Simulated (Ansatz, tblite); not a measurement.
# Ge19H28 atom rod (Ge₁₉H₂₈): charged states by level of theory

What does removing or adding an electron cost or gain for Ge19H28 atom rod (Ge₁₉H₂₈)? Each charged state is run at several levels.

The runs use Ansatz 0.2.0, Gaussian basis; as each input shows.

Levels to be run: charge +1 doublet, at the geometry of the singlet (PBE0-D4/def2-TZVP, PBE-D4/def2-TZVP, LDA/def2-TZVP); charge -1 doublet, at the geometry of the singlet (PBE0-D4/def2-TZVP, PBE-D4/def2-TZVP, LDA/def2-TZVP); the starting singlet's energies come from earlier runs.

1 further run of the same task is left out (set aside as unsound or not needed). Runs told in other sessions of the task aren't counted.

## Step 1: The structure

The geometry is that of the singlet, from an earlier relaxation (PBE-D4/def2-SVP).

47 atoms, charge 0, spin multiplicity 1.

Atoms are counted from 1 here; the program's logs count them from 0.

Bond lengths: Ge1–Ge12 2.447 Å, Ge1–Ge14 2.446 Å, Ge1–H20 1.558 Å, Ge1–H21 1.558 Å, Ge2–Ge13 2.445 Å, Ge2–Ge15 2.447 Å, Ge2–H22 1.558 Å, Ge2–H23 1.558 Å, Ge3–Ge12 2.447 Å, Ge3–Ge16 2.446 Å, Ge3–H24 1.558 Å, Ge3–H25 1.558 Å, Ge4–Ge13 2.446 Å, Ge4–Ge17 2.447 Å, Ge4–H26 1.558 Å, Ge4–H27 1.558 Å, Ge5–Ge12 2.449 Å, Ge5–Ge18 2.448 Å and more. Angles: Ge12–Ge1–Ge14 109.1°, Ge12–Ge1–H20 110.0°, Ge12–Ge1–H21 109.9°, Ge14–Ge1–H20 109.5°, Ge14–Ge1–H21 110.4°, H20–Ge1–H21 108.0°, Ge13–Ge2–Ge15 109.1°, Ge13–Ge2–H22 110.5°, Ge13–Ge2–H23 109.4°, Ge15–Ge2–H22 110.0°, Ge15–Ge2–H23 109.9°, H22–Ge2–H23 108.0°, Ge12–Ge3–Ge16 109.1°, Ge12–Ge3–H24 110.0°, Ge12–Ge3–H25 109.9°, Ge16–Ge3–H24 109.5°, Ge16–Ge3–H25 110.4°, H24–Ge3–H25 108.0° and more.

## Step 2: Charge +1 doublet at the fixed geometry, PBE0-D4/def2-TZVP

Input file in.yaml:

```yaml
crystal:
  periodic: [false, false, false]
  atoms:
    - {symbol: Ge, position_ang: [-2.839520, -0.005472, -2.786646]}
    - {symbol: Ge, position_ang: [-2.840973, 0.004613, 2.783543]}
    - {symbol: Ge, position_ang: [-0.006272, -2.837590, -2.785106]}
    - {symbol: Ge, position_ang: [0.009185, -2.841126, 2.787977]}
    - {symbol: Ge, position_ang: [-0.001618, -0.001132, -5.593267]}
    - {symbol: Ge, position_ang: [0.007742, 2.841396, -2.787059]}
    - {symbol: Ge, position_ang: [2.839516, 0.009516, -2.793273]}
    - {symbol: Ge, position_ang: [0.001215, 0.002159, 0.001242]}
    - {symbol: Ge, position_ang: [-0.010313, 2.838440, 2.793702]}
    - {symbol: Ge, position_ang: [2.840289, -0.008324, 2.787374]}
    - {symbol: Ge, position_ang: [0.000165, -0.001755, 5.593149]}
    - {symbol: Ge, position_ang: [-1.421093, -1.420465, -4.191202]}
    - {symbol: Ge, position_ang: [-1.418349, -1.422741, 1.398176]}
    - {symbol: Ge, position_ang: [-1.420169, 1.422402, -1.398346]}
    - {symbol: Ge, position_ang: [-1.424613, 1.415412, 4.194330]}
    - {symbol: Ge, position_ang: [1.422837, -1.416251, -1.400004]}
    - {symbol: Ge, position_ang: [1.421787, -1.421477, 4.193720]}
    - {symbol: Ge, position_ang: [1.418043, 1.422989, -4.196282]}
    - {symbol: Ge, position_ang: [1.419676, 1.422740, 1.403586]}
    - {symbol: H, position_ang: [-3.737049, -0.892262, -1.873129]}
    - {symbol: H, position_ang: [-3.772863, 0.863704, -3.682059]}
    - {symbol: H, position_ang: [-3.781432, -0.862911, 3.672930]}
    - {symbol: H, position_ang: [-3.731200, 0.895474, 1.866832]}
    - {symbol: H, position_ang: [-0.893390, -3.733066, -1.869886]}
    - {symbol: H, position_ang: [0.861856, -3.772861, -3.679467]}
    - {symbol: H, position_ang: [-0.860292, -3.774458, 3.683085]}
    - {symbol: H, position_ang: [0.897265, -3.738438, 1.875529]}
    - {symbol: H, position_ang: [-0.891812, 0.884849, -6.515436]}
    - {symbol: H, position_ang: [0.890551, -0.893032, -6.507884]}
    - {symbol: H, position_ang: [-0.861412, 3.778774, -3.678156]}
    - {symbol: H, position_ang: [0.898466, 3.734772, -1.873308]}
    - {symbol: H, position_ang: [3.768728, -0.862211, -3.690548]}
    - {symbol: H, position_ang: [3.741041, 0.896435, -1.883815]}
    - {symbol: H, position_ang: [-0.896452, 3.736696, 1.880303]}
    - {symbol: H, position_ang: [0.857099, 3.770837, 3.691825]}
    - {symbol: H, position_ang: [3.732367, -0.896828, 1.870201]}
    - {symbol: H, position_ang: [3.778814, 0.857462, 3.680487]}
    - {symbol: H, position_ang: [-0.885293, -0.892054, 6.515697]}
    - {symbol: H, position_ang: [0.890232, 0.892827, 6.507217]}
    - {symbol: H, position_ang: [-2.316428, -2.316102, -5.102478]}
    - {symbol: H, position_ang: [-2.299977, -2.307443, 0.462250]}
    - {symbol: H, position_ang: [-2.304199, 2.307123, -0.464690]}
    - {symbol: H, position_ang: [-2.320965, 2.307285, 5.108234]}
    - {symbol: H, position_ang: [2.308939, -2.299202, -0.466601]}
    - {symbol: H, position_ang: [2.316146, -2.315640, 5.107367]}
    - {symbol: H, position_ang: [2.310942, 2.317847, -5.110714]}
    - {symbol: H, position_ang: [2.302803, 2.309092, 0.470600]}
basis:
  gaussian: {orbitals: def2-TZVP, fitting: {mean_field: def2-universal-jkfit}}
total_charge: 1
magnetization: {spin_polarized: true, initial_magnetization: 1}
hamiltonian: {xc: pbe0, dispersion: d4}
scf: {omitted_lower_state_checks: [starts]}
output: {orbitals: {seedname: orbitals}}
```

Command:

```
$ ansatz run in.yaml --threads 11 --pin off --events-out ev --progress --plain --max-ram 110592MiB --backend cuda --devices 0, --max-vram 75GiB
```

What it wrote:

```text
Functional definition: PBE0
  name "PBE0"
  cite "Adamo & Barone, J. Chem. Phys. 110, 6158 (1999) doi:10.1063/1.478522"
  cite "Perdew, Burke & Ernzerhof, Phys. Rev. Lett. 77, 3865 (1996) doi:10.1103/PhysRevLett.77.3865"
  parent pbe
  parameter a = 0.25
  parameter kappa = 0.804
  parameter beta = 0.06672455060314922
  exchange = (1 - a)*pbe_x(kappa = kappa, mu = beta*pi^2/3) + a*exact_x
  correlation = pbe_c(beta = beta)
these checks for a lower state are left out or cut short: starts
5558 factors; integrals over basis functions are off by at most 6.2e-1 eV
mean field evaluation 1: about -1074168.3862 eV, gradient 4.2e1 eV
mean field evaluation 2: about -1074169.3041 eV, gradient 4.1e1 eV
mean field evaluation 4: about -1074171.1784 eV, gradient 2.0e0 eV
mean field evaluation 8: about -1074171.1377 eV, gradient 2.7e-1 eV
mean field evaluation 16: about -1074171.1385 eV, gradient 8.2e-4 eV
mean field evaluation 32: about -1074171.1385 eV, gradient 1.6e-5 eV
mean field -1074171.13852328 eV, -39475.0612413820 hartree, gradient 6.5e-6 eV, S^2 0.754466; 0 other end points of the search recorded, 0 dependent functions left out
reference -1074171.13860937 eV, -39475.0612445459 hartree; 318, 317 occupied and 762, 763 virtual orbitals, 5558 factors
Total energy: -1074173.83250491 eV, -39475.1602433809 hartree
Checks for a lower state left out: starts
```

It took 32 s on 1 × H100 with 11 threads of AMD EPYC 7R13, shared host; peak host memory 2 GiB.

HOMO -10.05 eV, LUMO -8.97 eV (over both spins); ⟨S²⟩ 0.754 (pure: 0.75).

## Step 3: Charge +1 doublet at the fixed geometry, PBE-D4/def2-TZVP

start.molden holds the orbitals of an earlier run on this state, given as this run's starting guess.

in.yaml, as its differences from that of step 2:

```diff
@@ -51,6 +51,6 @@
 basis:
-  gaussian: {orbitals: def2-TZVP, fitting: {mean_field: def2-universal-jkfit}}
+  gaussian: {orbitals: def2-TZVP, fitting: {mean_field: def2-universal-jkfit}, initial_orbitals: start.molden}
 total_charge: 1
 magnetization: {spin_polarized: true, initial_magnetization: 1}
-hamiltonian: {xc: pbe0, dispersion: d4}
+hamiltonian: {xc: pbe, dispersion: d4}
 scf: {omitted_lower_state_checks: [starts]}
```

Launched as before.

What it wrote:

```text
Functional definition: PBE
  name "PBE"
  cite "Perdew, Burke & Ernzerhof, Phys. Rev. Lett. 77, 3865 (1996) doi:10.1103/PhysRevLett.77.3865"
  parent pbe
  parameter kappa = 0.804
  parameter beta = 0.06672455060314922
  exchange = pbe_x(kappa = kappa, mu = beta*pi^2/3)
  correlation = pbe_c(beta = beta)
these checks for a lower state are left out or cut short: starts
5558 factors; integrals over basis functions are off by at most 6.2e-1 eV
mean field evaluation 1: about -1074141.5089 eV, gradient 2.5e1 eV
mean field evaluation 2: about -1074142.5193 eV, gradient 1.3e0 eV
mean field evaluation 4: about -1074142.4605 eV, gradient 1.7e-1 eV
mean field evaluation 8: about -1074142.4615 eV, gradient 3.2e-5 eV
mean field evaluation 16: about -1074142.4615 eV, gradient 2.1e-6 eV
mean field -1074142.46146628 eV, -39474.0073789756 hartree, gradient 2.1e-6 eV, S^2 0.751078; 0 other end points of the search recorded, 0 dependent functions left out
reference -1074142.46158364 eV, -39474.0073832881 hartree; 318, 317 occupied and 762, 763 virtual orbitals, 5558 factors
Total energy: -1074145.41021620 eV, -39474.1157435361 hartree
Checks for a lower state left out: starts
```

It took 15 s on 1 × H100 with 11 threads of AMD EPYC 7R13, shared host; peak host memory 1.9 GiB.

From the report: HOMO -9.13 eV, LUMO -9.09 eV (over both spins); ⟨S²⟩ 0.751 (pure: 0.75).

## Step 4: Charge +1 doublet at the fixed geometry, LDA/def2-TZVP

in.yaml, as its differences from that of step 3:

```diff
@@ -54,3 +54,3 @@
 magnetization: {spin_polarized: true, initial_magnetization: 1}
-hamiltonian: {xc: pbe, dispersion: d4}
+hamiltonian: {xc: lda}
 scf: {omitted_lower_state_checks: [starts]}
```

Same command.

What it wrote:

```text
Functional definition: SPW92
  name "SPW92"
  cite "Dirac, Proc. Camb. Phil. Soc. 26, 376 (1930) doi:10.1017/S0305004100016108"
  cite "Slater, Phys. Rev. 81, 385 (1951) doi:10.1103/PhysRev.81.385"
  cite "Perdew & Wang, Phys. Rev. B 45, 13244 (1992) doi:10.1103/PhysRevB.45.13244"
  exchange = slater_x
  correlation = pw_c
these checks for a lower state are left out or cut short: starts
5558 factors; integrals over basis functions are off by at most 6.2e-1 eV
mean field evaluation 1: about -1072668.4381 eV, gradient 6.3e1 eV
mean field evaluation 2: about -1072670.8857 eV, gradient 3.6e0 eV
mean field evaluation 4: about -1072670.9599 eV, gradient 2.3e-1 eV
mean field evaluation 8: about -1072670.9656 eV, gradient 2.2e-5 eV
mean field evaluation 16: about -1072670.9656 eV, gradient 2.6e-6 eV
mean field -1072670.96564831 eV, -39419.9309050806 hartree, gradient 2.6e-6 eV, S^2 0.750375; 0 other end points of the search recorded, 0 dependent functions left out
reference -1072670.96575858 eV, -39419.9309091331 hartree; 318, 317 occupied and 762, 763 virtual orbitals, 5558 factors
Total energy: -1072670.96575858 eV, -39419.9309091331 hartree
Checks for a lower state left out: starts
```

Wall time 13 s (1 × H100 with 11 threads of AMD EPYC 7R13, shared host); peak host memory 1.9 GiB.

HOMO -9.19 eV, LUMO -9.19 eV (over both spins; with the spin held, an empty level of the minority spin lies below the top filled one); ⟨S²⟩ 0.750 (pure: 0.75).

## Step 5: Vertical ionisation energy

Charged state less starting state, singlet to doublet; the starting state's energies are those of its earlier runs.

```csv
level,vertical ionisation energy (eV),time
LDA/def2-TZVP,+7.72,20 s
PBE-D4/def2-TZVP,+7.69,21 s
PBE0-D4/def2-TZVP,+8.07,45 s
```

Times add the two runs; a level without a time comes out of a correlated run.

Beside −ε(HOMO) of the starting state:

```csv
level,−ε(HOMO) (eV),by difference (eV),mismatch (eV)
LDA/def2-TZVP,6.23,7.72,-1.49
PBE-D4/def2-TZVP,6.15,7.69,-1.55
PBE0-D4/def2-TZVP,7.05,8.07,-1.02
```

## Step 6: Charge -1 doublet at the fixed geometry, PBE0-D4/def2-TZVP

in.yaml, as its differences from that of step 4:

```diff
@@ -51,6 +51,6 @@
 basis:
-  gaussian: {orbitals: def2-TZVP, fitting: {mean_field: def2-universal-jkfit}, initial_orbitals: start.molden}
-total_charge: 1
+  gaussian: {orbitals: def2-TZVP, fitting: {mean_field: def2-universal-jkfit}}
+total_charge: -1
 magnetization: {spin_polarized: true, initial_magnetization: 1}
-hamiltonian: {xc: lda}
+hamiltonian: {xc: pbe0, dispersion: d4}
 scf: {omitted_lower_state_checks: [starts]}
```

The command is unchanged.

What it wrote, shortened:

```text
Functional definition: PBE0
  name "PBE0"
  cite "Adamo & Barone, J. Chem. Phys. 110, 6158 (1999) doi:10.1063/1.478522"
  cite "Perdew, Burke & Ernzerhof, Phys. Rev. Lett. 77, 3865 (1996) doi:10.1103/PhysRevLett.77.3865"
  parent pbe
[...]
5558 factors; integrals over basis functions are off by at most 6.2e-1 eV
[...]
mean field -1074179.41436213 eV, -39475.3653728503 hartree, gradient 8.1e-6 eV, S^2 0.752525; 0 other end points of the search recorded, 0 dependent functions left out
reference -1074179.41444517 eV, -39475.3653759019 hartree; 319, 318 occupied and 761, 762 virtual orbitals, 5558 factors
Total energy: -1074182.22605434 eV, -39475.4687006331 hartree
Checks for a lower state left out: starts
```

Run time: 39 s. Hardware: 1 × H100 with 11 threads of AMD EPYC 7R13, shared host; peak host memory 2 GiB.

From the report: HOMO 0.62 eV, LUMO 1.69 eV (over both spins); ⟨S²⟩ 0.753 (pure: 0.75). Doubts: highest occupied level lies above zero.

## Step 7: Charge -1 doublet at the fixed geometry, PBE-D4/def2-TZVP

in.yaml, as its differences from that of step 6:

```diff
@@ -51,6 +51,6 @@
 basis:
-  gaussian: {orbitals: def2-TZVP, fitting: {mean_field: def2-universal-jkfit}}
+  gaussian: {orbitals: def2-TZVP, fitting: {mean_field: def2-universal-jkfit}, initial_orbitals: start.molden}
 total_charge: -1
 magnetization: {spin_polarized: true, initial_magnetization: 1}
-hamiltonian: {xc: pbe0, dispersion: d4}
+hamiltonian: {xc: pbe, dispersion: d4}
 scf: {omitted_lower_state_checks: [starts]}
```

The command is unchanged.

What it wrote:

```text
Functional definition: PBE
  name "PBE"
  cite "Perdew, Burke & Ernzerhof, Phys. Rev. Lett. 77, 3865 (1996) doi:10.1103/PhysRevLett.77.3865"
  parent pbe
  parameter kappa = 0.804
  parameter beta = 0.06672455060314922
  exchange = pbe_x(kappa = kappa, mu = beta*pi^2/3)
  correlation = pbe_c(beta = beta)
these checks for a lower state are left out or cut short: starts
5558 factors; integrals over basis functions are off by at most 6.2e-1 eV
mean field evaluation 1: about -1074149.6802 eV, gradient 2.5e1 eV
mean field evaluation 2: about -1074150.6863 eV, gradient 1.2e0 eV
mean field evaluation 4: about -1074150.6098 eV, gradient 1.4e-1 eV
mean field evaluation 8: about -1074150.6102 eV, gradient 4.2e-5 eV
mean field -1074150.61015784 eV, -39474.3068378667 hartree, gradient 6.7e-6 eV, S^2 0.751215; 0 other end points of the search recorded, 0 dependent functions left out
reference -1074150.61026461 eV, -39474.3068417906 hartree; 319, 318 occupied and 761, 762 virtual orbitals, 5558 factors
Total energy: -1074153.68863212 eV, -39474.4199697099 hartree
Checks for a lower state left out: starts
```

It took 11 s on 1 × H100 with 11 threads of AMD EPYC 7R13, shared host; peak host memory 2 GiB.

From the report: HOMO 0.79 eV, LUMO 0.97 eV (over both spins); ⟨S²⟩ 0.751 (pure: 0.75). Doubts: highest occupied level lies above zero.

## Step 8: Charge -1 doublet at the fixed geometry, LDA/def2-TZVP

in.yaml, as its differences from that of step 7:

```diff
@@ -54,3 +54,3 @@
 magnetization: {spin_polarized: true, initial_magnetization: 1}
-hamiltonian: {xc: pbe, dispersion: d4}
+hamiltonian: {xc: lda}
 scf: {omitted_lower_state_checks: [starts]}
```

Same command.

What it wrote:

```text
Functional definition: SPW92
  name "SPW92"
  cite "Dirac, Proc. Camb. Phil. Soc. 26, 376 (1930) doi:10.1017/S0305004100016108"
  cite "Slater, Phys. Rev. 81, 385 (1951) doi:10.1103/PhysRev.81.385"
  cite "Perdew & Wang, Phys. Rev. B 45, 13244 (1992) doi:10.1103/PhysRevB.45.13244"
  exchange = slater_x
  correlation = pw_c
these checks for a lower state are left out or cut short: starts
5558 factors; integrals over basis functions are off by at most 6.2e-1 eV
mean field evaluation 1: about -1072676.8228 eV, gradient 6.3e1 eV
mean field evaluation 2: about -1072679.2873 eV, gradient 3.6e0 eV
mean field evaluation 4: about -1072679.3559 eV, gradient 2.8e-1 eV
mean field evaluation 8: about -1072679.3665 eV, gradient 3.6e-5 eV
mean field evaluation 16: about -1072679.3665 eV, gradient 1.3e-5 eV
mean field -1072679.36646078 eV, -39420.2396292449 hartree, gradient 2.4e-6 eV, S^2 0.750300; 0 other end points of the search recorded, 0 dependent functions left out
reference -1072679.36656036 eV, -39420.2396329041 hartree; 319, 318 occupied and 761, 762 virtual orbitals, 5558 factors
Total energy: -1072679.36656036 eV, -39420.2396329041 hartree
Checks for a lower state left out: starts
```

It took 13 s on 1 × H100 with 11 threads of AMD EPYC 7R13, shared host; peak host memory 1.9 GiB.

From the report: HOMO 0.66 eV, LUMO 0.73 eV (over both spins); ⟨S²⟩ 0.750 (pure: 0.75). Doubts: highest occupied level lies above zero.

## Step 9: Vertical electron affinity

Starting state less charged state (positive: the electron is bound), singlet to doublet; the starting state's energies are those of its earlier runs.

```csv
level,vertical electron affinity (eV),time
LDA/def2-TZVP,+0.68,20 s
PBE-D4/def2-TZVP,+0.59,17 s
PBE0-D4/def2-TZVP,+0.33,53 s
```

Times add the two runs; a level without a time comes out of a correlated run.

Beside −ε(LUMO) of the starting state:

```csv
level,−ε(LUMO) (eV),by difference (eV),mismatch (eV)
LDA/def2-TZVP,2.05,0.68,+1.37
PBE-D4/def2-TZVP,1.85,0.59,+1.26
PBE0-D4/def2-TZVP,1.15,0.33,+0.83
```

## Step 10: Outcome

| quantity | value |
| --- | --- |
| vertical ionisation energy, functionals in def2-TZVP | 7.69 (PBE-D4) to 8.07 eV (PBE0-D4) |
| vertical electron affinity, functionals in def2-TZVP | 0.33 (PBE0-D4) to 0.68 eV (LDA) |

**Reading.** The vertical ionisation energy spans 7.69 to 8.07 eV over the functionals. −ε(HOMO) misses the level's own difference by -1.02 eV at best (PBE0-D4) and -1.55 eV at worst (PBE-D4). The vertical electron affinity spans 0.33 to 0.68 eV over the functionals. The anion's highest level lies above zero where self-interaction lifts it, so diffuse functions weigh on these values. −ε(LUMO) misses the level's own difference by +0.83 eV at best (PBE0-D4) and +1.37 eV at worst (LDA).

The anion's highest level is positive in at least one run, so there the basis alone may hold the extra electron.
